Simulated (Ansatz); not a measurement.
# GeH4O: the cost of one run

Method: RKS PBE-D4/def2-SVP, in Ansatz 0.2.0.

**1. The system as given**

Bond lengths: Ge1–H2 1.550 Å, Ge1–H3 1.550 Å, Ge1–H4 1.549 Å, Ge1–O5 1.769 Å, O5–H6 1.010 Å. Angles: H2–Ge1–H3 109.5°, H2–Ge1–H4 109.5°, H2–Ge1–O5 109.5°, H3–Ge1–H4 109.5°, H3–Ge1–O5 109.5°, H4–Ge1–O5 109.5°, Ge1–O5–H6 109.5°.

Coordinates:

```xyz
6

Ge    0.0000    0.0000    0.0000
H     0.0000    0.0000    1.5500
H     1.4616    0.0000   -0.5162
H    -0.7300    1.2648   -0.5162
O    -0.8337   -1.4443   -0.5894
H    -1.2883   -1.9100    0.1830
```

**2. Relaxing the start**

File input.yaml:

```yaml
crystal:
  periodic: [false, false, false]
  atoms:
    - { symbol: Ge, position_ang: [0.0, 0.0, 0.0] }
    - { symbol: H, position_ang: [0.0, 0.0, 1.55] }
    - { symbol: H, position_ang: [1.4616, 0.0, -0.5162] }
    - { symbol: H, position_ang: [-0.73, 1.2648, -0.5162] }
    - { symbol: O, position_ang: [-0.8337, -1.4443, -0.5894] }
    - { symbol: H, position_ang: [-1.2883, -1.91, 0.183] }
basis:
  gaussian: { orbitals: def2-SVP }
hamiltonian:
  xc: pbe
  dispersion: d4
relax:
  f_tol: 0.02
  max_steps: 40
```

On the command line:

```sh
ansatz run input.yaml --threads 1 --pin off --max-ram 2048MiB --backend cpu --events-out ev --progress --plain --runs-dir out
```

Q: Estimate wall time and peak memory on 1 thread of Arm Neoverse V2, shared host.

About 12 s, with a peak of 0.11 GiB.
